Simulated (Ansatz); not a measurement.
# triplet C2H5BO at 6 levels

Wanted: a comparison of 6 runs (UB3LYP/6-31G*, U-revPBE/def2-SVP, UPBE0/def2-SVP, USVWN5/def2-SVP, RPA@PBE0/def2-SVP, UCCSD(T)/def2-SVP) of triplet C2H5BO. 

The calculation is run with Ansatz 0.2.0.

68 further runs of the same task are left out: 68 set aside as unsound or not needed.

## (1) Starting point

The species is C2H5BO (9 atoms), meant as a triplet with charge 0. SMILES of the parent species: `B1CCO1`. Geometry: relaxed at PBE0-D4/def2-TZVP. That shape belongs to the parent species and isn't relaxed for this state.

Bond lengths: B1–C2 1.580 Å, C2–C3 1.533 Å, B1–O4 1.364 Å, C3–O4 1.455 Å, B1–H5 1.195 Å, C2–H6 1.091 Å, C2–H7 1.091 Å, C3–H8 1.092 Å, C3–H9 1.092 Å. Some angles: B1–C2–C3 80.2°, C2–B1–O4 95.4°, C2–C3–O4 93.7°, B1–O4–C3 90.7°, B1–C2–H6 117.4°, B1–C2–H7 117.4°, C3–C2–H6 115.4°, C3–C2–H7 115.4°, C2–B1–H5 139.9°, O4–B1–H5 124.7°.

## (2) The energy at UB3LYP/6-31G(d) (spherical functions) (run 1)

Contents of input.yaml:

```yaml
crystal:
  periodic: [false, false, false]
  atoms:
    - {symbol: B, position_ang: [-0.402600, 0.301700, -1.082000]}
    - {symbol: C, position_ang: [0.506000, 0.617000, 0.171000]}
    - {symbol: C, position_ang: [-0.098600, -0.719600, 0.617700]}
    - {symbol: O, position_ang: [-0.884800, -0.878500, -0.596200]}
    - {symbol: H, position_ang: [-0.697000, 0.772800, -2.139500]}
    - {symbol: H, position_ang: [0.236300, 1.479000, 0.782200]}
    - {symbol: H, position_ang: [1.586200, 0.614100, 0.021000]}
    - {symbol: H, position_ang: [-0.757600, -0.681300, 1.487200]}
    - {symbol: H, position_ang: [0.600600, -1.551500, 0.721500]}
basis:
  gaussian: {orbitals: 6-31G_st_-spherical.json}
magnetization: {spin_polarized: true, initial_magnetization: 2}
hamiltonian: {xc: {name: B3LYP}}
accuracy: high
output: {orbitals: {seedname: orbitals}}
```

The basis set 6-31G* is read from a file made from the Basis Set Exchange's data (not shown).

Command:

```
$ ansatz run input.yaml --threads 1 --pin off --max-ram 3480MiB --events-out events.jsonl --progress --plain --runs-dir runs
```

The program printed:

```text
Warning: RAYON_NUM_THREADS=1 ignored (pool sized by the plan → 1); use --threads N
Functional definition: B3LYP
  name "B3LYP"
  parameter a0 = 0.2
  parameter ax = 0.72
  parameter ac = 0.81
  exchange = (1 - a0 - ax)*slater_x + ax*b88_x + a0*exact_x
  correlation = (1 - ac)*vwn_rpa_c + ac*lyp_c
1646 factors; integrals over basis functions are off by at most 3.2e-9 eV
mean field evaluation 1: about -4868.6768 eV, gradient 3.0e1 eV
mean field evaluation 2: about -4861.6675 eV, gradient 5.2e1 eV
mean field evaluation 4: about -4872.7773 eV, gradient 2.7e0 eV
mean field evaluation 8: about -4873.0372 eV, gradient 3.1e-1 eV
mean field evaluation 16: about -4873.0384 eV, gradient 2.6e-3 eV
mean field evaluation 32: about -4873.0384 eV, gradient 1.2e-6 eV
mean field -4873.03840618 eV, -179.0808583631 hartree, gradient 8.2e-8 eV, S^2 2.003818; 4 other end points of the search recorded, 0 dependent functions left out
reference -4873.03843930 eV, -179.0808595803 hartree; 16, 14 occupied and 50, 52 virtual orbitals, 1646 factors
Total energy: -4873.03843930 eV, -179.0808595803 hartree
```

Wall time 14 s (1 thread of Arm Neoverse V2, shared host); peak memory 0.27 GiB.

## (3) The energy at U-revPBE/def2-SVP (run 2)

Edit input.yaml of step 2 so:

```diff
@@ -13,6 +13,11 @@
 basis:
-  gaussian: {orbitals: 6-31G_st_-spherical.json}
-magnetization: {spin_polarized: true, initial_magnetization: 2}
-hamiltonian: {xc: {name: B3LYP}}
+  gaussian:
+    orbitals: def2-SVP
+magnetization:
+  spin_polarized: true
+  initial_magnetization: 2
+hamiltonian:
+  xc: {name: revPBE}
 accuracy: high
-output: {orbitals: {seedname: orbitals}}
+output:
+  orbitals: {seedname: orbitals}
```

Command:

```
$ ansatz run input.yaml --threads 1 --pin off --max-ram 3480MiB --events-out events.jsonl --progress --plain --runs-dir runs
```

The program printed:

```text
Warning: RAYON_NUM_THREADS=1 ignored (pool sized by the plan → 1); use --threads N
Functional definition: revPBE
  name "revPBE"
  parameter kappa = 1.245
  parameter beta = 0.06672455060314922
  exchange = pbe_x(kappa = kappa, mu = beta*pi^2/3)
  correlation = pbe_c(beta = beta)
1978 factors; integrals over basis functions are off by at most 3.5e-9 eV
mean field evaluation 1: about -4860.4021 eV, gradient 3.5e1 eV
mean field evaluation 2: about -4837.1446 eV, gradient 6.7e1 eV
mean field evaluation 4: about -4867.9894 eV, gradient 7.2e0 eV
mean field evaluation 8: about -4868.2688 eV, gradient 3.0e-1 eV
mean field evaluation 16: about -4868.2691 eV, gradient 4.9e-4 eV
mean field evaluation 32: about -4866.5278 eV, gradient 1.1e1 eV
mean field -4868.26911274 eV, -178.9055900617 hartree, gradient 3.7e-8 eV, S^2 2.003021; 6 other end points of the search recorded, 0 dependent functions left out
reference -4868.26911713 eV, -178.9055902233 hartree; 16, 14 occupied and 65, 67 virtual orbitals, 1978 factors
Total energy: -4868.26911713 eV, -178.9055902233 hartree
```

Wall time 13 s (1 thread of Arm Neoverse V2, shared host); peak memory 0.28 GiB.

Runs 3 to 4 aren't shown in full; the table further down has their settings and results.

## (4) A single-point energy at RPA@PBE0/def2-SVP (run 5)

Contents of job.yaml:

```yaml
crystal:
  periodic: [false, false, false]
  atoms:
    - {symbol: B, position_ang: [-0.402600, 0.301700, -1.082000]}
    - {symbol: C, position_ang: [0.506000, 0.617000, 0.171000]}
    - {symbol: C, position_ang: [-0.098600, -0.719600, 0.617700]}
    - {symbol: O, position_ang: [-0.884800, -0.878500, -0.596200]}
    - {symbol: H, position_ang: [-0.697000, 0.772800, -2.139500]}
    - {symbol: H, position_ang: [0.236300, 1.479000, 0.782200]}
    - {symbol: H, position_ang: [1.586200, 0.614100, 0.021000]}
    - {symbol: H, position_ang: [-0.757600, -0.681300, 1.487200]}
    - {symbol: H, position_ang: [0.600600, -1.551500, 0.721500]}
basis:
  gaussian:
    orbitals: def2-SVP
magnetization:
  spin_polarized: true
  initial_magnetization: 2
hamiltonian:
  xc: {name: PBE0}
correlation:
  method: rpa
  frozen_orbitals: {B: 1, C: 1, H: 0, O: 1}
accuracy: high
```

Command:

```
$ ansatz run job.yaml --threads 1 --pin off --max-ram 3480MiB --events-out events.jsonl --progress --plain --runs-dir runs
```

The program printed:

```text
Warning: RAYON_NUM_THREADS=1 ignored (pool sized by the plan → 1); use --threads N
Functional definition: PBE0
  name "PBE0"
  parameter a = 0.25
  parameter kappa = 0.804
  parameter beta = 0.06672455060314922
  exchange = (1 - a)*pbe_x(kappa = kappa, mu = beta*pi^2/3) + a*exact_x
  correlation = pbe_c(beta = beta)
1978 factors; integrals over basis functions are off by at most 3.5e-9 eV
mean field evaluation 1: about -4859.7896 eV, gradient 2.8e1 eV
mean field evaluation 2: about -4860.0675 eV, gradient 2.8e1 eV
mean field evaluation 4: about -4863.4997 eV, gradient 8.1e0 eV
mean field evaluation 8: about -4863.7704 eV, gradient 7.2e-1 eV
mean field evaluation 16: about -4863.7751 eV, gradient 6.7e-3 eV
mean field evaluation 32: about -4863.7751 eV, gradient 2.8e-6 eV
mean field -4863.77508500 eV, -178.7404375887 hartree, gradient 5.5e-8 eV, S^2 2.004863; 4 other end points of the search recorded, 0 dependent functions left out
4 core orbitals not correlated: weight in the atoms' cores, before any rotation towards them, 1.000 or more for the frozen orbitals, at most 0.000 for the correlated occupied ones
reference -4838.58023388 eV, -177.8145438875 hartree; 12, 10 occupied and 65, 67 virtual orbitals, 1978 factors
Total energy: -4860.47727710 eV, -178.6192453835 hartree
```

Run time: 26 s. Hardware: 1 thread of Arm Neoverse V2, shared host; peak memory 0.36 GiB.

## (5) The energy at UCCSD(T)/def2-SVP (run 6)

Contents of run.yaml:

```yaml
crystal:
  periodic: [false, false, false]
  atoms:
    - {symbol: B, position_ang: [-0.402600, 0.301700, -1.082000]}
    - {symbol: C, position_ang: [0.506000, 0.617000, 0.171000]}
    - {symbol: C, position_ang: [-0.098600, -0.719600, 0.617700]}
    - {symbol: O, position_ang: [-0.884800, -0.878500, -0.596200]}
    - {symbol: H, position_ang: [-0.697000, 0.772800, -2.139500]}
    - {symbol: H, position_ang: [0.236300, 1.479000, 0.782200]}
    - {symbol: H, position_ang: [1.586200, 0.614100, 0.021000]}
    - {symbol: H, position_ang: [-0.757600, -0.681300, 1.487200]}
    - {symbol: H, position_ang: [0.600600, -1.551500, 0.721500]}
basis:
  gaussian: {orbitals: def2-SVP}
magnetization: {spin_polarized: true, initial_magnetization: 2}
accuracy: high
scf: {omitted_lower_state_checks: [cluster_reference, increment]}
correlation: {method: ccsd_t, frozen_orbitals: {B: 1, C: 1, H: 0, O: 1}}
```

Command:

```
$ ansatz run run.yaml --threads 1 --pin off --max-ram 3480MiB --events-out events.jsonl --progress --plain --runs-dir runs
```

The program printed:

```text
Warning: RAYON_NUM_THREADS=1 ignored (pool sized by the plan → 1); use --threads N
[... 14 lines left out ...]
4 core orbitals not correlated: weight in the atoms' cores, before any rotation towards them, 1.000 or more for the frozen orbitals, at most 0.000 for the correlated occupied ones
[... 40 lines left out ...]
Total energy: -4854.66742513 eV, -178.4057372618 hartree
Checks for a lower state left out: cluster_reference, increment
```

Wall time 84 s (1 thread of Arm Neoverse V2, shared host); peak memory 0.89 GiB.

## (6) The series

| run | level | frozen core orbitals | energy (Eh) | HOMO energy (eV) | ⟨S²⟩ | wall time |
| --- | --- | --- | --- | --- | --- | --- |
| 1 | UB3LYP/6-31G* (spherical functions) | – | -179.080860 | -1.91 | 2.004 | 14 s |
| 2 | U-revPBE/def2-SVP | – | -178.905590 | -1.36 | 2.003 | 13 s |
| 3 | UPBE0/def2-SVP | – | -178.740438 | -2.50 | 2.005 | 18 s |
| 4 | USVWN5/def2-SVP | – | -177.398073 | -1.37 | 2.002 | 5.7 s |
| 5 | RPA@PBE0/def2-SVP | 4 | -178.619245 | – | 2.005 | 26 s |
| 6 | UCCSD(T)/def2-SVP | 4 | -178.405737 | – | 2.022 | 84 s |

## (7) What came out

| quantity | value |
| --- | --- |
| run 6: total energy | -178.40574 Eh |
| run 6: correlation energy (4 core orbitals frozen) | -561.0 mEh |
| run 6: (T) correction | -15.67 mEh |
| run 6: ⟨S²⟩ of the reference determinant | 2.022 |
| run 6: T1 diagnostic | 0.019 |

Totals of different functionals can't be ranked against each other. All runs together took 2.7 min, the longest 84 s.
